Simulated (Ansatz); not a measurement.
# GeCN2 (R-3m) in Ansatz: notebook, part 2 of 2

Ansatz 0.2.0. The steps go on from the part before.

**4. Single point, LDA, 12.89 Å³/atom (volume scaled by 0.94)**

File input.yaml:

```yaml
crystal:
  lattice:
    - [1.7571721281, 1.0145038012, 4.821480913]
    - [-1.7571721281, 1.0145038012, 4.821480913]
    - [0.0, -2.0290076023, 4.821480913]
  atoms:
    - { symbol: Ge, position: [0.0, 0.0, 0.0] }
    - { symbol: "N", position: [0.5839044, 0.5839044, 0.5839044] }
    - { symbol: "N", position: [0.4160956, 0.4160956, 0.4160956] }
    - { symbol: C, position: [0.5, 0.5, 0.5] }
hamiltonian:
  xc: lda
  pseudopotentials: { kind: paw }
kpoints:
  mp_grid: { grid: [9, 9, 9] }
scf:
  occupations: { method: fermi_dirac, width: 0.05 }
output:
  forces: true
  stress: true
  eigenvalues: true
```

The run is started by

```bash
$ ansatz run input.yaml --threads 2 --pin off --max-ram 5632MiB --backend cpu --events-out ev --progress --plain --runs-dir out
```

It took 2.8 s on 2 threads of Intel Xeon at 2.70GHz, shared host; peak memory 0.39 GiB.

The run converged. Its results:

```
Free energy            : -5205.1495 eV
Pressure               : 1.7 GPa
Largest force          : 1.547 eV/Å
Band gap on the k mesh : 0.83 eV, indirect (least direct gap 1.53 eV)
```

Caveat: odd divisions of the mesh miss points on the zone boundary, where band edges often lie, so the gap on the mesh can be too wide; the pressure holds a Pulay correction of +0.6 GPa for the finite cutoff; the PAW data sets come from PBE, with cores solved anew for the run's functional, which leaves a small shift of forces and pressure; forces of over 1 eV/Å show positions far from the minimum, so gaps and moduli don't describe the material at rest.

**5. Single point, LDA, 13.17 Å³/atom (volume scaled by 0.96)**

input.yaml, as its differences from that of step 4:

```diff
@@ -2,5 +2,5 @@
   lattice:
-    - [1.7571721281, 1.0145038012, 4.821480913]
-    - [-1.7571721281, 1.0145038012, 4.821480913]
-    - [0.0, -2.0290076023, 4.821480913]
+    - [1.7695469874, 1.0216484295, 4.8554361226]
+    - [-1.7695469874, 1.0216484295, 4.8554361226]
+    - [0.0, -2.043296859, 4.8554361226]
   atoms:
@@ -21 +21,5 @@
   eigenvalues: true
+  write_density: true
+  write_potential: true
+  elf: true
+  volumetric_format: npy
```

The run is started by

```bash
$ ansatz run input.yaml --threads 2 --pin off --max-ram 5632MiB --backend cpu --events-out ev --progress --plain --runs-dir out
```

Run time: 4.3 s. Hardware: 2 threads of Intel Xeon at 2.70GHz, shared host; peak memory 0.39 GiB.

It converged, with:

| Property | Result |
| --- | --- |
| Free energy | -5205.1506 eV |
| Pressure | -1.3 GPa |
| Largest force | 0.877 eV/Å |
| Band gap on the k mesh | 0.88 eV, indirect (least direct gap 1.62 eV) |

Caveat: odd divisions of the mesh miss points on the zone boundary, where band edges often lie, so the gap on the mesh can be too wide; the pressure holds a Pulay correction of +0.6 GPa for the finite cutoff; the PAW data sets come from PBE, with cores solved anew for the run's functional, which leaves a small shift of forces and pressure.

**6. Single point, LDA, 13.44 Å³/atom (volume scaled by 0.98)**

input.yaml, as its differences from that of step 5:

```diff
@@ -2,5 +2,5 @@
   lattice:
-    - [1.7695469874, 1.0216484295, 4.8554361226]
-    - [-1.7695469874, 1.0216484295, 4.8554361226]
-    - [0.0, -2.043296859, 4.8554361226]
+    - [1.7817511454, 1.0286945034, 4.8889229472]
+    - [-1.7817511454, 1.0286945034, 4.8889229472]
+    - [0.0, -2.0573890068, 4.8889229472]
   atoms:
@@ -21,5 +21 @@
   eigenvalues: true
-  write_density: true
-  write_potential: true
-  elf: true
-  volumetric_format: npy
```

Potentials or basis: Ansatz PAW.

The run is started by

```bash
$ ansatz run input.yaml --threads 2 --pin off --max-ram 5632MiB --backend cpu --events-out ev --progress --plain --runs-dir out
```

It took 3.3 s on 2 threads of Intel Xeon at 2.70GHz, shared host; peak memory 0.39 GiB.

The run converged. Its results:

```yaml
Free_energy: -5205.1318 eV
Pressure: -4.1 GPa
Largest_force: 0.252 eV/Å
Band_gap_on_the_k_mesh: 0.93 eV, indirect (least direct gap 1.71 eV)
```

Caveat: odd divisions of the mesh miss points on the zone boundary, where band edges often lie, so the gap on the mesh can be too wide; the pressure holds a Pulay correction of +0.6 GPa for the finite cutoff; the PAW data sets come from PBE, with cores solved anew for the run's functional, which leaves a small shift of forces and pressure.

**7. Single point, LDA, 13.72 Å³/atom**

input.yaml, as its differences from that of step 6:

```diff
@@ -2,5 +2,5 @@
   lattice:
-    - [1.7817511454, 1.0286945034, 4.8889229472]
-    - [-1.7817511454, 1.0286945034, 4.8889229472]
-    - [0.0, -2.0573890068, 4.8889229472]
+    - [1.7937903697, 1.0356453528, 4.9219572124]
+    - [-1.7937903697, 1.0356453528, 4.9219572124]
+    - [0.0, -2.0712907056, 4.9219572124]
   atoms:
@@ -21 +21,5 @@
   eigenvalues: true
+  write_density: true
+  write_potential: true
+  elf: true
+  volumetric_format: npy
```

The run is started by

```bash
$ ansatz run input.yaml --threads 2 --pin off --max-ram 5632MiB --backend cpu --events-out ev --progress --plain --runs-dir out
```

Wall time 4.8 s (2 threads of Intel Xeon at 2.70GHz, shared host); peak memory 0.4 GiB.

It converged, with:

```yaml
Free_energy: -5205.0946 eV
Pressure: -6.7 GPa
Largest_force: 0.332 eV/Å
Band_gap_on_the_k_mesh: 0.97 eV, indirect (least direct gap 1.78 eV)
```

Caveat: odd divisions of the mesh miss points on the zone boundary, where band edges often lie, so the gap on the mesh can be too wide; the pressure holds a Pulay correction of +0.6 GPa for the finite cutoff; the PAW data sets come from PBE, with cores solved anew for the run's functional, which leaves a small shift of forces and pressure.

**8. Single point, LDA, 13.99 Å³/atom (volume scaled by 1.02)**

input.yaml, as its differences from that of step 7:

```diff
@@ -2,5 +2,5 @@
   lattice:
-    - [1.7937903697, 1.0356453528, 4.9219572124]
-    - [-1.7937903697, 1.0356453528, 4.9219572124]
-    - [0.0, -2.0712907056, 4.9219572124]
+    - [1.8056701223, 1.0425041312, 4.9545539055]
+    - [-1.8056701223, 1.0425041312, 4.9545539055]
+    - [0.0, -2.0850082624, 4.9545539055]
   atoms:
@@ -21,5 +21 @@
   eigenvalues: true
-  write_density: true
-  write_potential: true
-  elf: true
-  volumetric_format: npy
```

The run is started by

```bash
$ ansatz run input.yaml --threads 2 --pin off --max-ram 5632MiB --backend cpu --events-out ev --progress --plain --runs-dir out
```

Wall time 3.9 s (2 threads of Intel Xeon at 2.70GHz, shared host); peak memory 0.39 GiB.

Results (log left out):

```
Free energy            : -5205.0411 eV
Pressure               : -8.9 GPa
Largest force          : 0.877 eV/Å
Band gap on the k mesh : 1.01 eV, indirect (least direct gap 1.85 eV)
```

Caveat: odd divisions of the mesh miss points on the zone boundary, where band edges often lie, so the gap on the mesh can be too wide; the pressure holds a Pulay correction of +0.6 GPa for the finite cutoff; the PAW data sets come from PBE, with cores solved anew for the run's functional, which leaves a small shift of forces and pressure.

**9. Single point, LDA, 14.26 Å³/atom (volume scaled by 1.04)**

input.yaml, as its differences from that of step 8:

```diff
@@ -2,5 +2,5 @@
   lattice:
-    - [1.8056701223, 1.0425041312, 4.9545539055]
-    - [-1.8056701223, 1.0425041312, 4.9545539055]
-    - [0.0, -2.0850082624, 4.9545539055]
+    - [1.8173955815, 1.0492738282, 4.9867272349]
+    - [-1.8173955815, 1.0492738282, 4.9867272349]
+    - [0.0, -2.0985476564, 4.9867272349]
   atoms:
```

Potentials or basis: Ansatz PAW.

The run is started by

```bash
$ ansatz run input.yaml --threads 2 --pin off --max-ram 5632MiB --backend cpu --events-out ev --progress --plain --runs-dir out
```

It took 4 s on 2 threads of Intel Xeon at 2.70GHz, shared host; peak memory 0.4 GiB.

It converged, with:

* Free energy: -5204.9726 eV
* Pressure: -11.0 GPa
* Largest force: 1.386 eV/Å
* Band gap on the k mesh: 1.05 eV, indirect (least direct gap 1.91 eV)

Caveat: odd divisions of the mesh miss points on the zone boundary, where band edges often lie, so the gap on the mesh can be too wide; the pressure holds a Pulay correction of +0.6 GPa for the finite cutoff; the PAW data sets come from PBE, with cores solved anew for the run's functional, which leaves a small shift of forces and pressure; forces of over 1 eV/Å show positions far from the minimum, so gaps and moduli don't describe the material at rest.

**10. Single point, LDA, 14.54 Å³/atom (volume scaled by 1.06)**

input.yaml, as its differences from that of step 9:

```diff
@@ -2,5 +2,5 @@
   lattice:
-    - [1.8173955815, 1.0492738282, 4.9867272349]
-    - [-1.8173955815, 1.0492738282, 4.9867272349]
-    - [0.0, -2.0985476564, 4.9867272349]
+    - [1.8289716617, 1.0559572812, 5.0184906852]
+    - [-1.8289716617, 1.0559572812, 5.0184906852]
+    - [0.0, -2.1119145624, 5.0184906852]
   atoms:
```

The run is started by

```bash
$ ansatz run input.yaml --threads 2 --pin off --max-ram 5632MiB --backend cpu --events-out ev --progress --plain --runs-dir out
```

Wall time 3.6 s (2 threads of Intel Xeon at 2.70GHz, shared host); peak memory 0.39 GiB.

The run converged. Its results:

* Free energy: -5204.8906 eV
* Pressure: -12.9 GPa
* Largest force: 1.862 eV/Å
* Band gap on the k mesh: 1.09 eV, indirect (least direct gap 1.96 eV)

Caveat: odd divisions of the mesh miss points on the zone boundary, where band edges often lie, so the gap on the mesh can be too wide; the pressure holds a Pulay correction of +0.5 GPa for the finite cutoff; the PAW data sets come from PBE, with cores solved anew for the run's functional, which leaves a small shift of forces and pressure; forces of over 1 eV/Å show positions far from the minimum, so gaps and moduli don't describe the material at rest.

**11. Equation of state, LDA**

No new run: the results of the series are fitted here.

What came out:

| Quantity | Value |
| --- | --- |
| Equilibrium volume | 13.04 Å³/atom |
| Bulk modulus at fixed shape and positions | 146 GPa |
| Pressure derivative of the bulk modulus | 3.8 |

Energy against volume, from the lowest point:
```csv
volume (Å³/atom),energy (meV/atom)
12.893,0.29
13.167,0.00
13.441,4.71
13.716,14.01
13.990,27.39
14.264,44.50
14.538,65.01
```

Caveat: the cell was scaled at fixed shape and fractional positions, which overstates the stiffness of a crystal with free parameters, most of all of layers and chains.

**12. Overview**

```csv
task,level,cutoff (eV),points for each segment of the path,gap on the mesh (eV),pressure (GPa),largest force (eV/Å)
band structure,PBEsol,420,14,1.00,-3.3,0.07
band structure,r2SCAN,500,14,1.20,-3.2,0.50
equation of state,LDA,420,-,-,-,-
```

Alike in all rows: potentials or basis Ansatz PAW; no spin polarisation; cell as given; k mesh 9 × 9 × 9; smearing fermi-dirac 0.05 eV.

Caveats: the k mesh misses the band edges, so the gap on the mesh is wider than the one along the path (some runs); the PAW data sets come from PBE, with cores solved anew for the run's functional, which leaves a small shift of forces and pressure (some runs); the cell was scaled at fixed shape and fractional positions, which overstates the stiffness of a crystal with free parameters, most of all of layers and chains (some runs).

Absolute energies hang on the potentials; compare differences alone.
